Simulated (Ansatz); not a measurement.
**C₂H₄BFSi: how energies converge with the basis set**

An exercise on one series of results from a longer session: the logs are not shown, and one member is left open.

The runs use Ansatz 0.2.0, Gaussian basis; one geometry, several basis sets.

The runs, in order: PBE0-D4/def2-SVP; ωB97M-V/def2-SVP; PBE0-D4/def2-QZVPP; ωB97M-V/def2-QZVPP; the functionals' def2-TZVPP values are taken from earlier runs.

### The geometry

The geometry comes from an earlier relaxation with PBE0-D4 in a triple-zeta def2 set; it is a stationary point, not always the lowest conformer.

SMILES `FC1=CB[SiH2]1`, 9 atoms, charge 0, spin multiplicity 1.

Atoms are counted from 1 here; the program's logs count them from 0.

Bond lengths: F1–C2 1.321 Å, C2–C3 1.360 Å, C2–Si5 1.894 Å, C3–B4 1.527 Å, C3–H6 1.088 Å, B4–Si5 2.016 Å, B4–H7 1.190 Å, Si5–H8 1.489 Å, Si5–H9 1.489 Å. Angles: F1–C2–C3 124.7°, F1–C2–Si5 135.3°, C3–C2–Si5 100.0°, C2–C3–B4 101.1°, C2–C3–H6 125.1°, B4–C3–H6 133.8°, C3–B4–Si5 89.4°, C3–B4–H7 129.9°, Si5–B4–H7 140.7°, C2–Si5–B4 69.5°, C2–Si5–H8 114.3°, C2–Si5–H9 114.2°, B4–Si5–H8 122.6°, B4–Si5–H9 122.6°, H8–Si5–H9 107.9°.

Geometry (Å):

```mol
C2H4BFSi
  3D, bonds by distance, orders not assigned

  9  9  0  0  0  0  0  0  0  0999 V2000
    0.4448   -0.4825    2.2636 F   0  0
    0.2580   -0.2254    0.9814 C   0  0
    1.2282   -0.2835    0.0301 C   0  0
    0.4393    0.1006   -1.2191 B   0  0
   -1.2196    0.2859   -0.0879 Si  0  0
    2.2678   -0.5468    0.2129 H   0  0
    0.8001    0.2059   -2.3484 H   0  0
   -2.3269   -0.7092   -0.1181 H   0  0
   -1.8031    1.6086    0.2684 H   0  0
  1  2  8  0
  2  3  8  0
  3  4  8  0
  4  5  8  0
  3  6  8  0
  4  7  8  0
  5  8  8  0
  5  9  8  0
  2  5  8  0
M  END
```

The first run:

File in.yaml:

```yaml
crystal:
  periodic: [false, false, false]
  atoms:
    - {symbol: F, position_ang: [0.444763, -0.482462, 2.263570]}
    - {symbol: C, position_ang: [0.257986, -0.225362, 0.981442]}
    - {symbol: C, position_ang: [1.228196, -0.283506, 0.030117]}
    - {symbol: B, position_ang: [0.439338, 0.100624, -1.219070]}
    - {symbol: Si, position_ang: [-1.219643, 0.285852, -0.087936]}
    - {symbol: H, position_ang: [2.267767, -0.546837, 0.212929]}
    - {symbol: H, position_ang: [0.800089, 0.205950, -2.348444]}
    - {symbol: H, position_ang: [-2.326859, -0.709210, -0.118085]}
    - {symbol: H, position_ang: [-1.803138, 1.608551, 0.268378]}
basis:
  gaussian: {orbitals: def2-SVP}
hamiltonian: {xc: pbe0, dispersion: d4}
output: {orbitals: {seedname: orbitals}}
```

The run is started by

```console
> ansatz run in.yaml --threads 2 --pin off --events-out ev --progress --plain --max-ram 4352MiB
```

Steps of the session up to this table: PBE0-D4 in def2-SVP; ωB97M-V in def2-SVP; PBE0-D4 in def2-QZVPP; ωB97M-V in def2-QZVPP.

One table of the session follows, with a row left open; its other results are not shown here.

It belongs to the step «Density functionals: the series». 

```
functional       basis  HOMO (eV)  LUMO (eV)
   PBE0-D4    def2-SVP      -7.94      -1.98
   PBE0-D4  def2-TZVPP      -7.92      -2.01
   PBE0-D4  def2-QZVPP          ?          ?
   ωB97M-V    def2-SVP     -10.05       0.15
   ωB97M-V  def2-TZVPP     -10.07       0.03
   ωB97M-V  def2-QZVPP     -10.08      -0.02
```

Estimate the missing values for PBE0-D4, def2-QZVPP.

**Answer.** HOMO (eV): -7.93; LUMO (eV): -2.03. In the column «HOMO (eV)» it lies between PBE0-D4, def2-SVP (-7.94) and PBE0-D4, def2-TZVPP (-7.92).
